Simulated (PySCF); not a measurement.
# C4H3BF2O: spin-spin couplings

Aim: predict the spin-spin couplings of C4H3BF2O (`O=CC#CCB(F)F`).

Computed with PySCF 2.14.0, with density-fitted response routines of our own, on a single molecule in the gas phase. Atoms count from 0, in the outputs and in this text.

## Step 1: The starting structure

11 atoms, charge 0, multiplicity 1; geometry from: GFN2-xTB.

Bonds of the start (Å): O0–C1 1.20, C1–C2 1.43, C2–C3 1.21, C3–C4 1.45, C4–B5 1.59, B5–F6 1.31, B5–F7 1.31, C1–H8 1.11, C4–H9 1.09, C4–H10 1.09.

## Step 2: Indirect couplings: B3LYP/pcJ-1

Job settings and geometry (Å):

```
{"job": {"kind": "j", "xc": "B3LYP", "basis": "pcJ-1"}, "charge": 0, "multiplicity": 1}
O      3.515751    -0.495525    -0.757392
C      2.747907    -0.321904     0.150861
C      1.325580    -0.370293     0.053791
C      0.127563    -0.435104    -0.064939
C     -1.315223    -0.486562    -0.172339
B     -1.904430     0.984262    -0.012406
F     -2.108160     1.781702    -1.033315
F     -2.211030     1.498988     1.155608
H      3.095517    -0.099020     1.180285
H     -1.691859    -1.140858     0.617031
H     -1.576191    -0.913016    -1.143147
```

Level: B3LYP/pcJ-1 indirect spin-spin coupling, non-relativistic, gas phase.

Command:

```sh
OMP_NUM_THREADS=1 python probes_run.py task.json out
```

One launch serves the whole session: the jobs run in the order shown.

What will the session give for the following? largest coupling of the table (B3LYP/pcJ-1). Wanted: largest coupling of the table.

**Answer**, as computed:

| quantity | value |
| --- | --- |
| largest coupling of the table (B3LYP/pcJ-1) | 2J(F,F) F6–F7, -220.0 Hz |

In words: In the run at B3LYP/pcJ-1, the largest coupling of the table is F6–F7, -220.0 Hz, of which the Fermi-contact term gives 55.3 Hz. Couplings across rotatable bonds belong to this one conformer; where others are populated, the observed values are averages. Density functionals describe couplings to fluorine poorly, F–F couplings above all, so those rows are rough.
